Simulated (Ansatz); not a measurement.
# Cl2H4Sn: the cost of one run

Method: RHF/def2-SVP, in Ansatz 0.2.0.

### 1 The system as given

Bond lengths: Sn1–H3 1.740 Å, Sn1–Cl4 2.408 Å, Sn1–H5 1.739 Å, Sn1–Cl6 2.710 Å. Angles: H3–Sn1–Cl4 109.5°, H3–Sn1–H5 109.5°, H3–Sn1–Cl6 75.6°, Cl4–Sn1–H5 109.5°, Cl4–Sn1–Cl6 64.5°, H5–Sn1–Cl6 173.5°.

Coordinates:

```xyz
7

Sn    0.0000    0.0000    0.0000
H     0.0000    0.0000    2.0900
H     1.6408    0.0000   -0.5794
Cl   -1.1351    1.9666   -0.8025
H    -0.8195   -1.4198   -0.5794
Cl    1.0159    2.3626    0.8545
H     0.4092    0.9516    2.0916
```

### 2 A restrained relaxation towards end A

Springs on the bonds that form and break draw the guess towards this end; the thresholds are loose.

Input file input.yaml:

```yaml
crystal:
  periodic: [false, false, false]
  atoms:
    - { symbol: Sn, position_ang: [0.0, 0.0, 0.0] }
    - { symbol: H, position_ang: [0.0, 0.0, 2.09] }
    - { symbol: H, position_ang: [1.6408, 0.0, -0.5794] }
    - { symbol: Cl, position_ang: [-1.1351, 1.9666, -0.8025] }
    - { symbol: H, position_ang: [-0.8195, -1.4198, -0.5794] }
    - { symbol: Cl, position_ang: [1.0159, 2.3626, 0.8545] }
    - { symbol: H, position_ang: [0.4092, 0.9516, 2.0916] }
basis:
  gaussian: { orbitals: def2-SVP }
hamiltonian:
  xc: hf
relax:
  f_tol: 0.15
  max_steps: 25
  restrain:
    - { distance: [0, 5], at: 3.61, k: 30.0 }
    - { distance: [6, 1], at: 1.86, k: 30.0 }
    - { distance: [0, 1], at: 1.74, k: 30.0 }
    - { distance: [6, 5], at: 1.37, k: 30.0 }
```

The run is started by

```bash
> ansatz run input.yaml --threads 1 --pin off --max-ram 2048MiB --backend cpu --events-out ev --progress --plain --runs-dir out
```

What time and memory should one allow on 1 thread of Intel Xeon Platinum 8375C at 2.90GHz (Ice Lake), shared host?

About 16 s, with a peak of 0.19 GiB.
